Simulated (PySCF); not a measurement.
# (Cl)2Hf(OSiH2)2O: geometry, NMR shifts and electronic excitations

Aim: predict the NMR shifts and electronic excitations of (Cl)2Hf(OSiH2)2O.

Computed with PySCF 2.14.0, with density-fitted response routines of our own, on a single molecule in the gas phase. Atoms count from 0, in the outputs and in this text.

## Step 1: Starting geometry

12 atoms, charge 0, multiplicity 1; geometry from: GFN1-xTB. The atoms were then displaced at random by about 0.03 Å, so the start is not that level's minimum.

Bonds of the start (Å): Hf0–Cl1 2.36, Hf0–Cl2 2.42, Hf0–O3 1.85, Hf0–O7 1.87, O3–Si4 1.58, Si4–O5 1.64, Si4–H8 1.44, Si4–H9 1.50, O5–Si6 1.66, Si6–O7 1.64, Si6–H10 1.45, Si6–H11 1.44.

## Step 2: Geometry optimisation at PBE0-D3(BJ)/def2-SVP

Job settings and geometry (Å):

```
{"job": {"xc": "PBE0", "basis": "def2-SVP", "d3": "d3bj", "grid": 1, "maxiter": 40, "shake": 0.03, "kind": "geom"}, "charge": 0, "multiplicity": 1}
Hf    -1.052660     1.104330    -0.585900
Cl    -0.843230     3.453360    -0.592910
Cl    -3.223580     0.732810    -1.582030
O     -0.991640     0.535320     1.177780
Si    -0.056560    -0.601910     1.740280
O      0.942330    -0.996970     0.505870
Si     1.339440    -0.758130    -1.092800
O      0.306690     0.387760    -1.651490
H     -0.789360    -1.746030     2.221200
H      0.762580     0.023510     2.823360
H      1.053070    -2.002690    -1.770010
H      2.668380    -0.214120    -1.142360
```

On the command line:

```bash
$ OMP_NUM_THREADS=1 python probes_run.py task.json out
```

One launch serves the whole session: the jobs run in the order shown.

The program printed:

```text
step   0  E = -1774.49667773  max force = 0.068997
step   1  E = -1774.51981259  max force = 0.025360
step   2  E = -1774.52341882  max force = 0.011201
step   3  E = -1774.52698141  max force = 0.010557
step   4  E = -1774.52792449  max force = 0.009710
step   5  E = -1774.52861755  max force = 0.004631
step   6  E = -1774.52871453  max force = 0.001365
step   7  E = -1774.52874477  max force = 0.001820
step   8  E = -1774.52872347  max force = 0.004642
step   9  E = -1774.52875000  max force = 0.004286
step  10  E = -1774.52882064  max force = 0.001106
step  11  E = -1774.52882721  max force = 0.000469
step  12  E = -1774.52882887  max force = 0.000485
optimisation converged
```

Wall time 10 min (1 thread of Intel Xeon at 2.50GHz, shared host); peak memory 0.72 GiB.

Relaxation path:

```tsv
step	energy from step 0 (eV)	largest force component (eV/Å)
0	0.0000	3.5480
1	-0.6295	1.3041
2	-0.7277	0.5760
3	-0.8246	0.5429
4	-0.8503	0.4993
5	-0.8691	0.2381
6	-0.8718	0.0702
7	-0.8726	0.0936
8	-0.8720	0.2387
9	-0.8727	0.2204
10	-0.8747	0.0569
11	-0.8748	0.0241
12	-0.8749	0.0249
```

Close pairs (by a distance rule), those that changed most:

```tsv
bond	before (Å)	after (Å)	change (Å)
Hf0–Si4	3.052	3.335	+0.283
Hf0–Si6	3.074	3.335	+0.262
O3–Si4	1.576	1.675	+0.099
Hf0–O3	1.854	1.927	+0.073
Hf0–O7	1.870	1.930	+0.060
Hf0–Cl2	2.417	2.359	-0.059
Si6–H11	1.437	1.484	+0.047
Si4–H8	1.441	1.484	+0.043
```

The end geometry stands in the next job.

```tsv
at the end point	value
rotational constants (GHz, main isotopes)	1.000, 0.495, 0.466
dipole moment (D)	2.18
```

## Step 3: NMR shieldings: PBE0/def2-TZVP+pcSseg-1

Job settings and geometry (Å):

```
{"job": {"kind": "nmr", "xc": "PBE0", "basis": {"default": "pcSseg-1", "Hf": "def2-TZVP"}}, "charge": 0, "multiplicity": 1}
Hf    -1.275400     1.264497    -0.642739
Cl    -0.956255     3.606521    -0.653153
Cl    -3.370194     0.536801    -1.445766
O     -0.973733     0.523848     1.110726
Si     0.084635    -0.595769     1.767369
O      1.107762    -1.063594     0.546191
Si     1.333228    -0.769038    -1.072132
O      0.171260     0.346318    -1.531109
H     -0.685536    -1.770850     2.246369
H      0.868059     0.049559     2.849698
H      1.130486    -2.024693    -1.837695
H      2.681148    -0.186359    -1.286770
```

Level: GIAO PBE0/pcSseg-1 Hf:def2-TZVP NMR shielding, scalar relativity only through core potentials, gas phase.

The program printed:

```text
coarse grid: 59728 points
cycle   1  E = -1774.7695829220  dE = -1.835e+01  |g| = 1.338e+00  |ddm| = 7.210e+00
cycle   2  E = -1774.0508704552  dE =  7.187e-01  |g| = 2.320e+00  |ddm| = 2.564e+00
cycle   3  E = -1775.0769122121  dE = -1.026e+00  |g| = 3.043e-01  |ddm| = 1.775e+00
cycle   4  E = -1775.0940808974  dE = -1.717e-02  |g| = 1.328e-01  |ddm| = 3.040e-01
cycle   5  E = -1775.0972103544  dE = -3.129e-03  |g| = 4.674e-02  |ddm| = 1.165e-01
cycle   6  E = -1775.0976350445  dE = -4.247e-04  |g| = 3.897e-03  |ddm| = 3.940e-02
cycle   7  E = -1775.0976357680  dE = -7.235e-07  |g| = 3.646e-03  |ddm| = 7.094e-03
cycle   8  E = -1775.0976391555  dE = -3.388e-06  |g| = 3.174e-04  |ddm| = 3.512e-03
final grid: 117832 points
cycle   9  E = -1775.0977128090  dE = -7.374e-08  |g| = 3.595e-04  |ddm| = 1.414e-03
cycle  10  E = -1775.0977127708  dE =  3.818e-08  |g| = 5.638e-04  |ddm| = 7.053e-04
cycle  11  E = -1775.0977128364  dE = -6.560e-08  |g| = 5.874e-05  |ddm| = 4.346e-04
cycle  12  E = -1775.0977128370  dE = -6.057e-10  |g| = 1.722e-05  |ddm| = 4.592e-05
converged SCF energy = -1775.0977128370

GIAO shielding tensors (ppm)
atom      isotropic    diamagn.    paramagn.     s11        s22        s33       span
  0 Hf         nan         nan         nan        nan        nan        nan        nan
  1 Cl     620.835    1149.851    -529.016    389.667    428.622   1044.215    654.548
  2 Cl     618.513    1149.935    -531.422    387.532    424.012   1043.995    656.463
  3 O       27.814     400.549    -372.735   -119.558    -73.221    276.221    395.779
  4 Si     384.508     879.048    -494.540    362.783    386.675    404.065     41.282
  5 O      246.456     401.120    -154.664    177.528    219.582    342.258    164.730
  6 Si     384.570     879.031    -494.461    363.061    386.769    403.879     40.818
  7 O       29.660     400.645    -370.984   -116.336    -71.737    277.053    393.389
  8 H       26.125      28.248      -2.123     22.996     23.652     31.728      8.732
  9 H       26.153      28.124      -1.971     22.994     23.639     31.826      8.832
 10 H       26.130      28.194      -2.064     22.998     23.635     31.757      8.759
 11 H       26.141      28.128      -1.987     22.988     23.634     31.801      8.813
```

Wall time 2.2 min (1 thread of Intel Xeon at 2.50GHz, shared host); peak memory 1.2 GiB.

The references, computed at this level on geometries of the same kind, shield at (ppm): 1H TMS 31.27, 29Si TMS 352.0, 17O H2O 334.6, 35Cl HCl 943. Their shielding less the atom's gives the shift. The references are single molecules in the gas phase, so shifts against H2O, NH3, PH3, H3PO4 or CFCl3 are not on the usual liquid scales and can be off by tens of ppm. Atoms listed in one row are averaged.

```tsv
atoms	environment	σ (ppm)	δ (ppm)
H8, H9, H10, H11		26.14	5.13
Cl1, Cl2	chlorine bonded to Hf	620	324
O3, O7	oxygen bonded to Hf, Si	28.7	305.8
O5	oxygen bonded to 2 Si	246.5	88.1
Si4, Si6		384.5	-32.5
```

Atoms past Kr carry core potentials, so their printed shieldings have no meaning and are left out of the table.

The run also stored atomic charges by several schemes (e):

```tsv
atoms	Mulliken	ESP fit
Hf0	1.29	1.06
Cl1, Cl2	-0.33	-0.28
O3, O7	-0.72	-0.52
Si4, Si6	1.03	0.76
O5	-0.77	-0.53
```

Mayer bond orders: Hf0–Cl1 1.08, Hf0–Cl2 1.08, Hf0–O3 1.07, Hf0–O7 1.07, O3–Si4 0.88, Si4–O5 0.90, O5–Si6 0.90, Si6–O7 0.89.

With diffuse functions Mulliken charges and Mayer bond orders lose their meaning; the other schemes are steadier.

The fields below are evaluated on a grid from the run's orbitals.

Frontier orbitals at PBE0/def2-TZVP+pcSseg-1, with the share of their density that lies nearest to each atom:

```tsv
orbital	energy (eV)	lies on
HOMO	-8.95	O5 24 %; 4 H atoms about 14 % each
LUMO	-1.18	Hf0 59 %; Cl1, Cl2 about 9 % each; O3, O7 about 7 % each
```

ELF in a plane through or near 6 of the atoms.

Ten even steps from ' ' (0.00) to '@' (0.86):
```
                                                        
                                                        
                                                        
                                ....                    
                    ::====......::--::                  
                  --**@@@@##++..  ::==::                
                  --%%@@##@@%%..@@==..::                
                  ..++@@++@@%%..%%--....                
              ::%%%%--**@@%%++::::####==::              
              **@@  @@--....  ==@@++##@@##--            
              **@@::@@--::..  ==@@++**@@##--            
              ..****--##@@%%++::==%%%%++--              
                  ..##%%::@@%%::%%::::..                
                  ==%%@@%%@@**--@@::....                
                  --##@@%%##==    --==::                
                    ::==--..  ..----::                  
                                ....                    
                                                        
                                                        
                                                        
```
The map spans 11.7 Å across and 9.8 Å up, centred on the molecule. Atoms in the plane (x, y in Å): Hf0 (-1.9, 0.0), O3 (-0.7, -1.4), Si4 (1.0, -1.6), O5 (1.6, 0.0), Si6 (1.1, 1.5), O7 (-0.6, 1.5).

log10 of the density (e/Å³) in the same plane.

Ten even steps from '0' (-4.0) to '9' (1.6):
```
0000000000000000000000000000
0000000000000001111100000000
0000000000001112222210000000
0000000001233333443321000000
0000000123444444555432100000
0000112234566666665532100000
0001223345678777986542100000
0012334456689877976542100000
0023344677777766676543100000
0123445785876556788754200000
0123445787866556798754200000
0012344567777766677643200000
0012334455789777976542100000
0001122345678768975532100000
0000011234566666665432100000
0000000123444445555432000000
0000000001233334443321000000
0000000000001122222210000000
0000000000000001111100000000
0000000000000000000000000000
```
The map spans 11.7 Å across and 9.8 Å up, centred on the molecule. Atoms in the plane (x, y in Å): Hf0 (-1.9, 0.0), O3 (-0.7, -1.4), Si4 (1.0, -1.6), O5 (1.6, 0.0), Si6 (1.1, 1.5), O7 (-0.6, 1.5).

On the surface of density 0.002 e/bohr³ the electrostatic potential runs, from the 1st to the 99th percentile, from -0.44 V near O5 to 2.59 V near Hf0.

## Step 4: Excited states and response: PBE0/def2-SVPD

Same as in step 3 but for these lines:

```diff
@@ -1,2 +1,2 @@
-{"job": {"kind": "nmr", "xc": "PBE0", "basis": {"default": "pcSseg-1", "Hf": "def2-TZVP"}}, "charge": 0, "multiplicity": 1}
+{"job": {"kind": "uv", "xc": "PBE0", "basis": "def2-SVPD", "ip": true, "nstates": 10}, "charge": 0, "multiplicity": 1}
 Hf    -1.275400     1.264497    -0.642739
```

Method: TDDFT PBE0/def2-SVPD, vertical, gas phase, core orbitals frozen in the response.

The program printed:

```text
coarse grid: 59728 points
cycle   1  E = -1774.1612224164  dE = -1.199e+01  |g| = 1.315e+00  |ddm| = 1.028e+01
cycle   2  E = -1773.4453146942  dE =  7.159e-01  |g| = 2.254e+00  |ddm| = 4.152e+00
cycle   3  E = -1774.5286019185  dE = -1.083e+00  |g| = 2.703e-01  |ddm| = 2.452e+00
cycle   4  E = -1774.5376333831  dE = -9.031e-03  |g| = 1.800e-01  |ddm| = 5.997e-01
cycle   5  E = -1774.5448923179  dE = -7.259e-03  |g| = 3.220e-02  |ddm| = 2.598e-01
cycle   6  E = -1774.5451295489  dE = -2.372e-04  |g| = 6.085e-03  |ddm| = 6.086e-02
cycle   7  E = -1774.5451364974  dE = -6.949e-06  |g| = 3.042e-03  |ddm| = 1.544e-02
final grid: 117832 points
cycle   8  E = -1774.5451061242  dE =  3.562e-06  |g| = 4.965e-03  |ddm| = 1.509e-02
cycle   9  E = -1774.5450956787  dE =  1.045e-05  |g| = 8.338e-03  |ddm| = 2.185e-02
cycle  10  E = -1774.5451120281  dE = -1.635e-05  |g| = 3.187e-04  |ddm| = 1.358e-02
cycle  11  E = -1774.5451120508  dE = -2.269e-08  |g| = 6.249e-05  |ddm| = 5.129e-04
cycle  12  E = -1774.5451120518  dE = -9.527e-10  |g| = 1.210e-05  |ddm| = 9.724e-05
converged SCF energy = -1774.5451120518

Static polarisability (au): isotropic 119.491, principal 108.180 117.509 132.783

Singlet excitations
state   eV       nm        f      main configurations
  1   6.5841    188.3   0.00521   H->L 0.82
  2   6.6262    187.1   0.01177   H->L+1 0.59, H-2->L+1 0.27
  3   6.6821    185.5   0.00028   H-1->L 0.77, H-1->L+1 0.17
  4   6.8042    182.2   0.00500   H-2->L 0.38, H->L+1 0.20, H-2->L+1 0.19
  5   6.8269    181.6   0.00104   H-2->L+1 0.38, H-3->L+1 0.22, H-3->L 0.15
  6   6.8406    181.2   0.04808   H-1->L+1 0.62, H-4->L 0.14, H-1->L 0.13
  7   6.8640    180.6   0.00665   H-3->L 0.60, H-3->L+1 0.31
  8   7.0233    176.5   0.00041   H-4->L+1 0.70, H-4->L 0.25
  9   7.0708    175.3   0.00479   H->L+2 0.73, H-2->L+2 0.12
 10   7.1689    172.9   0.03515   H-3->L+1 0.23, H-2->L 0.21, H-2->L+2 0.16

Triplet excitations (Tamm-Dancoff, eV): 6.3623 6.4259 6.4499 6.5511
Vertical ionisation energy (delta-SCF) = 10.5608 eV
Vertical electron affinity (delta-SCF) = -0.2731 eV
```

Run time: 16 min. Hardware: 1 thread of Intel Xeon at 2.50GHz, shared host; peak memory 1.3 GiB.

The orbitals next to the gap, with their largest atomic shares:

```tsv
orbital	eV	atoms
HOMO−3	-9.56	Cl1 43 %, Cl2 40 %, Hf0 6 %
HOMO−2	-9.42	Cl1 46 %, Cl2 43 %, Hf0 4 %
HOMO−1	-9.32	Cl1 21 %, Cl2 20 %, O3 13 %
HOMO	-8.91	O5 22 %, Si6 13 %, Si4 13 %
LUMO	-1.26	Hf0 61 %, Cl1 10 %, Cl2 10 %
LUMO+1	-1.23	Hf0 65 %, Cl2 9 %, Cl1 9 %
LUMO+2	-0.82	Hf0 59 %, Cl2 8 %, Cl1 8 %
```

With each of the 10 states as a Gaussian band of 0.4 eV half-width at 1/e, the curve within the window shown has maxima at 180 nm (ε 3,900) L/(mol cm). Beyond the last state computed it falls off for lack of states. The curve at chosen wavelengths:

nm, ε (L/mol/cm) and a bar:
```
      166       1104 ########
      168       1608 ############
      169       1884 ##############
      171       2451 ###################
      173       2989 #######################
      174       3228 #########################
      176       3616 ############################
      177       3753 #############################
      179       3898 ##############################
      181       3860 ##############################
      182       3776 #############################
      184       3492 ###########################
      186       3090 ########################
      187       2860 ######################
      189       2374 ##################
      191       1893 ##############
      192       1666 ############
      194       1254 #########
      196        911 ######
      197        767 #####
      199        529 ###
      200        435 ###
      202        286 ##
      204        183 #
      205        145 
      207         89
```

Leading natural transition orbitals of singlet state 6: the hole lies on Cl1, Cl2 about 29 % each; O3, O7 about 13 % each; the particle on Hf0 67 %; Cl1, Cl2 about 8 % each; O3, O7 about 7 % each.

Leading natural transition orbitals of singlet state 1: the hole lies on O5 17 %; 4 H atoms about 12 % each; O3, O7 about 9 % each; the particle on Hf0 56 %; Cl1, Cl2 about 9 % each; O3, O7 about 7 % each.

Further results of this job:

```tsv
property	computed
dipole moment (D)	2.18
polarisability (Å³)	17.71
HOMO–LUMO gap (eV)	7.65
−ε(HOMO) (eV)	8.91
```

## Step 5: NMR shieldings: KT2/def2-TZVP+pcSseg-1

Same as in step 4 but for these lines:

```diff
@@ -1,2 +1,2 @@
-{"job": {"kind": "uv", "xc": "PBE0", "basis": "def2-SVPD", "ip": true, "nstates": 10}, "charge": 0, "multiplicity": 1}
+{"job": {"kind": "nmr", "xc": "KT2", "basis": {"default": "pcSseg-1", "Hf": "def2-TZVP"}, "pop": false}, "charge": 0, "multiplicity": 1}
 Hf    -1.275400     1.264497    -0.642739
```

With the program's defaults for keys left out, this is: GIAO KT2/pcSseg-1 Hf:def2-TZVP NMR shielding, scalar relativity only through core potentials, gas phase.

The program printed:

```text
coarse grid: 59728 points
cycle   1  E = -1790.6790131440  dE = -1.791e+01  |g| = 1.642e+00  |ddm| = 7.263e+00
cycle   2  E = -1787.8312051399  dE =  2.848e+00  |g| = 3.831e+00  |ddm| = 5.289e+00
cycle   3  E = -1791.1380952825  dE = -3.307e+00  |g| = 5.402e-01  |ddm| = 4.531e+00
cycle   4  E = -1791.1399072809  dE = -1.812e-03  |g| = 5.528e-01  |ddm| = 7.547e-01
cycle   5  E = -1791.2036804206  dE = -6.377e-02  |g| = 1.064e-01  |ddm| = 4.285e-01
cycle   6  E = -1791.2062436304  dE = -2.563e-03  |g| = 2.630e-02  |ddm| = 1.206e-01
cycle   7  E = -1791.2063815066  dE = -1.379e-04  |g| = 1.506e-02  |ddm| = 3.494e-02
cycle   8  E = -1791.2064313712  dE = -4.986e-05  |g| = 4.155e-03  |ddm| = 1.487e-02
cycle   9  E = -1791.2064357980  dE = -4.427e-06  |g| = 7.558e-04  |ddm| = 4.044e-03
final grid: 117832 points
cycle  10  E = -1791.2065632611  dE =  3.308e-07  |g| = 1.824e-03  |ddm| = 2.675e-03
cycle  11  E = -1791.2065589047  dE =  4.356e-06  |g| = 5.007e-03  |ddm| = 4.217e-03
cycle  12  E = -1791.2065639290  dE = -5.024e-06  |g| = 2.571e-04  |ddm| = 3.040e-03
cycle  13  E = -1791.2065639452  dE = -1.624e-08  |g| = 8.311e-05  |ddm| = 3.262e-04
cycle  14  E = -1791.2065639470  dE = -1.718e-09  |g| = 9.949e-06  |ddm| = 8.063e-05
cycle  15  E = -1791.2065639470  dE = -2.638e-11  |g| = 5.369e-06  |ddm| = 1.336e-05
converged SCF energy = -1791.2065639470

GIAO shielding tensors (ppm)
atom      isotropic    diamagn.    paramagn.     s11        s22        s33       span
  0 Hf         nan         nan         nan        nan        nan        nan        nan
  1 Cl     590.945    1151.851    -560.907    362.088    399.381   1011.365    649.277
  2 Cl     589.461    1151.951    -562.489    361.357    395.706   1011.321    649.964
  3 O       12.074     400.435    -388.361   -130.647    -89.188    256.056    386.703
  4 Si     391.067     882.283    -491.216    369.605    396.078    407.517     37.912
  5 O      232.136     400.975    -168.839    159.023    195.605    341.780    182.757
  6 Si     391.126     882.266    -491.140    369.879    396.139    407.358     37.480
  7 O       13.888     400.510    -386.622   -127.536    -87.856    257.056    384.591
  8 H       25.829      28.308      -2.479     22.731     23.335     31.421      8.690
  9 H       25.858      28.178      -2.320     22.738     23.324     31.510      8.772
 10 H       25.834      28.251      -2.417     22.736     23.319     31.447      8.712
 11 H       25.845      28.182      -2.337     22.729     23.318     31.488      8.758
```

It took 2.1 min on 1 thread of Intel Xeon at 2.50GHz, shared host; peak memory 1 GiB.

This run: δ Cl1 353, O3 317.7, O5 98.5, Si4 -30.0, H8 5.34 ppm (means over like atoms).

## Step 6: Run by run: NMR shifts

Shifts (ppm), means over like atoms, with basis size and wall time:

```tsv
run	H8	Cl1	O3	O5	Si4	functions	time
PBE0/def2-TZVP+pcSseg-1	5.13	324	305.8	88.1	-32.5	207	2.2 min
KT2/def2-TZVP+pcSseg-1	5.34	353	317.7	98.5	-30.0	207	2.1 min
```

## Step 7: Results

| quantity | value |
| --- | --- |
| rotational constants (main isotopes) | 1.00, 0.49, 0.47 GHz |
| 1H shifts against TMS (PBE0/def2-TZVP+pcSseg-1, means over atoms taken as alike) | 5.13 ppm |
| 35Cl shifts against HCl (PBE0/def2-TZVP+pcSseg-1, means over atoms taken as alike) | 324 ppm |
| 17O shifts against H2O (PBE0/def2-TZVP+pcSseg-1, means over atoms taken as alike) | 305.8, 88.1 ppm |
| 29Si shifts against TMS (PBE0/def2-TZVP+pcSseg-1, means over atoms taken as alike) | -32.5 ppm |
| surface potential, 1st and 99th percentile | -0.44 V and 2.59 V |
| lowest singlet (PBE0/def2-SVPD) | 6.58 eV (188 nm), f = 0.005 |
| brightest single state of those computed | state 6, 6.84 eV, f = 0.048 |
| lowest triplet | 6.36 eV |
| vertical ionisation energy (ΔSCF) | 10.56 eV |
| vertical electron affinity (ΔSCF) | -0.27 eV (unbound: the value hangs on the basis) |
| range of the shift of Cl1 | 324 to 353 ppm |

**Reading.** The start was shaken at random, so part of the energy gained undoes that. Over 12 steps the energy fell by 0.875 eV; of the close pairs, Hf0–Si4 changed most, 3.052 to 3.335 Å. At PBE0/def2-TZVP+pcSseg-1: The widest tensor belongs to Cl1, Cl2: span 656 ppm, with a paramagnetic part of -530 ppm. At PBE0/def2-TZVP+pcSseg-1, counted by nearest atom on the grid, the HOMO lies on O5 24 %; 4 H atoms about 14 % each, the LUMO on Hf0 59 %; Cl1, Cl2 about 9 % each. The lowest singlet, at 6.58 eV, is HOMO→LUMO 0.82 and is weak; of the 10 states computed, the strongest absorption comes from states 4 to 7 together at 6.84 eV (the last state computed is bright too, and its partners may lie past the list). The lowest triplet lies 0.22 eV below the lowest singlet (triplets in Tamm-Dancoff, singlets in full TDDFT). Spin-orbit coupling, left out, mixes singlets and triplets in elements this heavy. ΔSCF puts the ionisation energy at 10.56 eV, 1.65 eV above −ε(HOMO). In ppm, Cl1 (with its like atoms) moves most: its shift spreads over 29 ppm, from 324 (PBE0/def2-TZVP+pcSseg-1) to 353 (KT2/def2-TZVP+pcSseg-1). Spin-orbit coupling is left out, which matters for shieldings and couplings at and beside the heavy atoms.
